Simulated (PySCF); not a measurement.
# LaSe: bond curves at several levels of theory

An exercise on one series of results from a longer session: the logs are not shown, and one member is left open.

Computed with PySCF 2.14.0. Level: La x2c-SVPall, Se x2c-SVPall, spin-free X2C with a Gaussian nucleus.

The first run:

A driver script around PySCF takes these settings:

```
atoms                         : La, Se
charge                        : 0
basis                         : La x2c-SVPall, Se x2c-SVPall
Hamiltonian                   : spin-free X2C with a Gaussian nucleus
basis functions               : 98
electrons treated             : 91
masses in u                   : 138.9063, 79.9165
levels                        : PBE0, PBE, r²SCAN, TPSSh, MN15, HF, MP2, SCS-MP2, CCSD, CCSD(T)
grid                          : 80 radial by 434 angular points
occupations                   : held fixed by the projection of orbital angular momentum
dissociation limit            : La + Se, each in its ground configuration
starting distance in angstrom : 2.493
values of 2S to try           : 1, 3
```

Started as:

```sh
$ OMP_NUM_THREADS=2 python dia.py task.json out
```

Steps of the session up to this table: Input; The PBE0 curve of the state that the search chose; PBE (GGA); r²SCAN; TPSSh (hybrid meta-GGA); MN15 (hybrid meta-GGA); UHF (mean field); Adding correlation.

One table of the session follows, with a row left open; its other results are not shown here.

It belongs to the step «The curves together». Energy (eV) from each level's lowest point:

| R (Å) | UHF | UHF-MP2 | UHF-SCS-MP2 | UHF-CCSD | UHF-CCSD(T) |
| --- | --- | --- | --- | --- | --- |
| 2.153 | 2.130 | 1.901 | 1.966 | n/a | n/a |
| 2.254 | 1.019 | 0.866 | 0.912 | 0.915 | 0.954 |
| 2.354 | 0.368 | 0.284 | 0.310 | 0.311 | 0.338 |
| 2.429 | 0.108 | 0.070 | 0.082 | 0.082 | 0.097 |
| 2.504 | 0.000 | 0.000 | 0.000 | 0.000 | 0.000 |
| 2.579 | ? | ? | ? | ? | ? |
| 2.679 | 0.163 | 0.223 | 0.202 | 0.203 | 0.157 |
| 2.804 | 0.510 | 0.590 | 0.565 | 0.560 | 0.472 |
| 2.955 | 1.054 | 1.228 | 1.262 | 1.111 | 0.991 |
| 3.155 | 1.740 | 2.449 | 2.578 | n/a | n/a |

Estimate the missing values for R (Å) = 2.579.

Worked estimate for «UHF». A straight line through the neighbours (2.504, 0.000) and (2.679, 0.163) gives 0.000 + (0.163 − 0.000) × (2.579 − 2.504) / (2.679 − 2.504) = 0.070; a parabola fitted to 4 rows on both sides gives 0.020.

As computed: UHF: 0.010; UHF-MP2: 0.041; UHF-SCS-MP2: 0.031; UHF-CCSD: 0.031; UHF-CCSD(T): 0.013. In «UHF» the line misses by +0.060 and the parabola by +0.010.
